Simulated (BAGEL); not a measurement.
# [C2CuN2]− (SMILES N#[C][Cu-][C]#N) at 4 levels

Wanted: a comparison of 4 runs (HF/6-31G*, B3LYP/cc-pVDZ, PBE0/cc-pVDZ, RI-MP2/cc-pVDZ) of [C2CuN2]−. 

The results are computed with BAGEL 1.2.2.

12 further runs of the same task are left out: 12 that didn't finish.

### 1 The molecule

[C2CuN2]− has 5 atoms, charge -1, and is taken as a singlet. As SMILES, `N#[C][Cu-][C]#N`. Geometry: a GFN2-xTB relaxation, a rough one for these elements and not checked as a minimum.

Bond lengths: Cu1–C2 1.870 Å, C2–N3 1.161 Å, Cu1–C4 1.869 Å, C4–N5 1.161 Å. Angles: Cu1–C2–N3 179.4°, C2–Cu1–C4 179.7°, Cu1–C4–N5 179.8°.

### 2 A single-point energy at HF/6-31G(d) (density fitting with qzvpp-jkfit, spherical functions) (run 1)

File hf.json:

```json
{ "bagel" : [

{
  "title" : "molecule",
  "basis" : "6-31gs.json",
  "df_basis" : "qzvpp-jkfit",
  "angstrom" : "true",
  "geometry" : [
    { "atom" : "Cu", "xyz" : [       0.005520,       0.005700,      -0.000390 ] },
    { "atom" : "C", "xyz" : [       0.005960,       0.010730,       1.869250 ] },
    { "atom" : "N", "xyz" : [      -0.006440,       0.012090,       3.030000 ] },
    { "atom" : "C", "xyz" : [      -0.000160,      -0.007840,      -1.869040 ] },
    { "atom" : "N", "xyz" : [      -0.004870,      -0.020700,      -3.029820 ] }
  ]
},

{
  "title" : "hf",
  "charge" : -1
},

{
  "title" : "print",
  "file" : "orbitals.molden",
  "orbitals" : "true"
}

]}
```

The basis set 6-31G* is read from a file made from the Basis Set Exchange's data (not shown).

Launch:

```bash
BAGEL_NUM_THREADS=1 BAGEL hf.json > hf.out
```

Standard output:

```text
* using 1 threads per process

  ===============================================================
  ===============================================================

  *** Geometry ***

  { "atom" : "Cu", "xyz" : [      0.010431,      0.010771,     -0.000737 ] },
  { "atom" : "C", "xyz" : [      0.011263,      0.020277,      3.532371 ] },
  { "atom" : "N", "xyz" : [     -0.012170,      0.022847,      5.725870 ] },
  { "atom" : "C", "xyz" : [     -0.000302,     -0.014815,     -3.531974 ] },
  { "atom" : "N", "xyz" : [     -0.009203,     -0.039117,     -5.725530 ] },

  Number of auxiliary basis functions:      568

  Since a DF basis is specified, we compute 2- and 3-index integrals:
    o Being stored without compression. Storage requirement is 0.037 GB

  Number of basis functions:       90
  Number of electrons      :       55

    * METHOD: MOLECULE                             0.38

  *** RHF ***

  === Nuclear Repulsion ===
   226.1677868084

      * DIIS with orbital gradients will be used.

  === RHF iteration (6-31gs.json) ===
      0      -1822.78480650          0.03142382           0.13
      1      -1822.57126755          0.04126323           0.13
      2      -1823.33574312          0.00639307           0.13
      3      -1823.35615291          0.00164723           0.13
      4      -1823.35853306          0.00050015           0.13
      5      -1823.35890936          0.00018842           0.12
      6      -1823.35899239          0.00008173           0.13
      7      -1823.35901352          0.00003016           0.13
      8      -1823.35901499          0.00001647           0.13
      9      -1823.35901513          0.00000647           0.13
     10      -1823.35901518          0.00000151           0.13
     11      -1823.35901518          0.00000025           0.12
     12      -1823.35901518          0.00000009           0.13
     13      -1823.35901518          0.00000004           0.13
     14      -1823.35901518          0.00000001           0.12
    * SCF iteration converged.

    * Permanent dipole moment:
           (   -0.012753,    -0.012764,     0.000631) a.u.

    * METHOD: HF                                   2.21

    * METHOD: PRINT                                0.01

  ===============================================================
```

It took 2.8 s on 1 thread of Arm Neoverse V2, shared host; peak memory 0.15 GiB.

### 3 The energy at B3LYP/cc-pVDZ (density fitting with qzvpp-jkfit) (run 2)

File input.json:

```json
{ "bagel": [

{
  "title": "molecule",
  "basis": "cc-pvdz.json",
  "df_basis": "qzvpp-jkfit",
  "angstrom": true,
  "geometry": [
    { "atom": "Cu", "xyz": [       0.005520,       0.005700,      -0.000390 ] },
    { "atom": "C", "xyz": [       0.005960,       0.010730,       1.869250 ] },
    { "atom": "N", "xyz": [      -0.006440,       0.012090,       3.030000 ] },
    { "atom": "C", "xyz": [      -0.000160,      -0.007840,      -1.869040 ] },
    { "atom": "N", "xyz": [      -0.004870,      -0.020700,      -3.029820 ] }
  ]
},

{
  "title": "ks",
  "xc_func": "b3lyp",
  "charge": -1
},

{
  "title": "print",
  "file": "orbitals.molden",
  "orbitals": true
}

]}
```

The basis set cc-pVDZ is read from a file made from the Basis Set Exchange's data (not shown).

Launch:

```bash
BAGEL_NUM_THREADS=1 BAGEL input.json > input.out
```

Standard output:

```text
* using 1 threads per process

  ===============================================================
  ===============================================================

  *** Geometry ***

  { "atom" : "Cu", "xyz" : [      0.010431,      0.010771,     -0.000737 ] },
  { "atom" : "C", "xyz" : [      0.011263,      0.020277,      3.532371 ] },
  { "atom" : "N", "xyz" : [     -0.012170,      0.022847,      5.725870 ] },
  { "atom" : "C", "xyz" : [     -0.000302,     -0.014815,     -3.531974 ] },
  { "atom" : "N", "xyz" : [     -0.009203,     -0.039117,     -5.725530 ] },

  Number of auxiliary basis functions:      568

  Since a DF basis is specified, we compute 2- and 3-index integrals:
    o Being stored without compression. Storage requirement is 0.045 GB

  Number of basis functions:       99
  Number of electrons      :       55

    * METHOD: MOLECULE                             0.42

  *** Kohn-Sham DFT ***

    * Removing 7833 points whose weight is below 1.00e-10
    * Grid points: 66697

  === Nuclear Repulsion ===
   226.1677868084

       - DIIS with orbital gradients will be used.

  === KS iteration (b3lyp / cc-pvdz.json) ===
      0      -1564.53374371          0.10636225           0.42
      1      -1592.76228437          0.22031194           0.39
      2      -1447.05424040          0.13529589           0.40
      3      -1610.52491726          0.19299013           0.40
      4      -1616.51685620          0.19040305           0.39
      5      -1621.33503529          0.20384937           0.40
      6      -1623.01148146          0.20542126           0.39
      7      -1626.81323916          0.21100816           0.39
      8      -1517.08178318          0.13907211           0.39
      9      -1639.44666405          0.21956421           0.40
     10      -1627.28527444          0.19753824           0.40
     11      -1628.60354687          0.20458776           0.39
     12      -1628.75244232          0.20724141           0.39
     13      -1622.96529975          0.19673774           0.39
     14      -1579.38616292          0.14162361           0.40
     15      -1693.77583910          0.23250229           0.39
[... 38 lines of this table left out ...]
     54      -1826.44523016          0.00000261           0.40
     55      -1826.44523017          0.00000030           0.40
     56      -1826.44523017          0.00000018           0.39
     57      -1826.44523017          0.00000011           0.39
     58      -1826.44523017          0.00000004           0.40
     59      -1826.44523017          0.00000004           0.42
     60      -1826.44523017          0.00000001           0.43
     61      -1826.44523017          0.00000001           0.43
    * SCF iteration converged.

    * Permanent dipole moment:
           (   -0.009955,    -0.009839,     0.000500) a.u.

    * METHOD: KS                                  25.01

    * METHOD: PRINT                                0.02

  ===============================================================
```

It took 26 s on 1 thread of Arm Neoverse V2, shared host; peak memory 0.36 GiB.

Run 3 isn't shown in full; the table further down has it.

### 4 A single-point energy at RI-MP2/cc-pVDZ (density fitting with qzvpp-jkfit) (run 4)

File mp2.json:

```json
{ "bagel" : [

{
  "title" : "molecule",
  "basis" : "cc-pvdz.json",
  "df_basis" : "qzvpp-jkfit",
  "angstrom" : true,
  "geometry" : [
    { "atom" : "Cu", "xyz" : [    0.005520,    0.005700,   -0.000390 ] },
    { "atom" : "C", "xyz" : [    0.005960,    0.010730,    1.869250 ] },
    { "atom" : "N", "xyz" : [   -0.006440,    0.012090,    3.030000 ] },
    { "atom" : "C", "xyz" : [   -0.000160,   -0.007840,   -1.869040 ] },
    { "atom" : "N", "xyz" : [   -0.004870,   -0.020700,   -3.029820 ] }
  ]
},
{ "title" : "hf", "charge" : -1 },
{ "title" : "mp2", "charge" : -1, "ncore" : 9 }

]}
```

The basis set cc-pVDZ is read from a file made from the Basis Set Exchange's data (not shown).

Launch:

```bash
BAGEL_NUM_THREADS=1 BAGEL mp2.json > mp2.out
```

Standard output:

```text
* using 1 threads per process

  ===============================================================
  ===============================================================

  *** Geometry ***

  { "atom" : "Cu", "xyz" : [      0.010431,      0.010771,     -0.000737 ] },
  { "atom" : "C", "xyz" : [      0.011263,      0.020277,      3.532371 ] },
  { "atom" : "N", "xyz" : [     -0.012170,      0.022847,      5.725870 ] },
  { "atom" : "C", "xyz" : [     -0.000302,     -0.014815,     -3.531974 ] },
  { "atom" : "N", "xyz" : [     -0.009203,     -0.039117,     -5.725530 ] },

  Number of auxiliary basis functions:      568

  Since a DF basis is specified, we compute 2- and 3-index integrals:
    o Being stored without compression. Storage requirement is 0.045 GB

  Number of basis functions:       99
  Number of electrons      :       55

    * METHOD: MOLECULE                             0.44

  *** RHF ***

  === Nuclear Repulsion ===
   226.1677868084

      * DIIS with orbital gradients will be used.

  === RHF iteration (cc-pvdz.json) ===
      0      -1822.90659041          0.03999271           0.15
      1      -1820.46904728          0.10599986           0.15
      2      -1823.65316347          0.00931352           0.15
      3      -1823.70371097          0.00327573           0.14
      4      -1823.70965098          0.00054622           0.14
      5      -1823.71008856          0.00019366           0.15
      6      -1823.71013612          0.00005568           0.14
      7      -1823.71014007          0.00001998           0.14
      8      -1823.71014111          0.00000856           0.15
      9      -1823.71014129          0.00000369           0.15
     10      -1823.71014131          0.00000136           0.14
     11      -1823.71014132          0.00000042           0.14
     12      -1823.71014132          0.00000030           0.14
     13      -1823.71014132          0.00000011           0.14
     14      -1823.71014132          0.00000003           0.14
     15      -1823.71014132          0.00000002           0.14
     16      -1823.71014132          0.00000000           0.14
    * SCF iteration converged.

    * Permanent dipole moment:
           (   -0.012312,    -0.012505,     0.000752) a.u.

    * METHOD: HF                                   2.84

  *** RHF ***

  === Nuclear Repulsion ===
   226.1677868084

      * DIIS with orbital gradients will be used.

  === RHF iteration (cc-pvdz.json) ===
      0      -1823.71014132          0.00000000           0.14
    * SCF iteration converged.

    * Permanent dipole moment:
           (   -0.012312,    -0.012505,     0.000752) a.u.

  === DF-MP2 calculation ===

    * freezing 9 orbitals
    * 3-index integral transformation done
    * assembly done

      MP2 correlation energy:   -1.2847072052      0.13

      MP2 total energy:       -1824.9948485209

    * METHOD: MP2                                  0.43

  ===============================================================
```

Wall time 3.9 s (1 thread of Arm Neoverse V2, shared host); peak memory 0.16 GiB.

### 5 All runs side by side

```
run                                                              level  frozen core orbitals   energy (Eh)  HOMO energy (eV)  LUMO energy (eV)  HOMO–LUMO gap (eV)  wall time
  1  HF/6-31G* (density fitting with qzvpp-jkfit, spherical functions)                     –  -1823.359015             -5.52              6.05               11.57      2.8 s
  2                   B3LYP/cc-pVDZ (density fitting with qzvpp-jkfit)                     –  -1826.445230             -2.55              3.54                6.08       26 s
  3                    PBE0/cc-pVDZ (density fitting with qzvpp-jkfit)                     –  -1825.927695             -2.77              3.75                6.53       18 s
  4                  RI-MP2/cc-pVDZ (density fitting with qzvpp-jkfit)                     9  -1824.994849                 –                 –                   –      3.9 s
```

### 6 What came out

| quantity | value |
| --- | --- |
| run 4: total energy | -1824.99485 Eh |
| run 4: correlation energy (9 core orbitals frozen) | -1284.7 mEh |

**Reading.** Over runs 1, 2, 3 the HOMO–LUMO gap runs from 6.08 eV (B3LYP/cc-pVDZ) to 11.57 eV (HF/6-31G*). The two ends differ in method and basis. The empty levels of an anion lie above zero and hang on the basis. Totals of different functionals can't be ranked against each other. All runs together took 51 s, the longest 26 s.
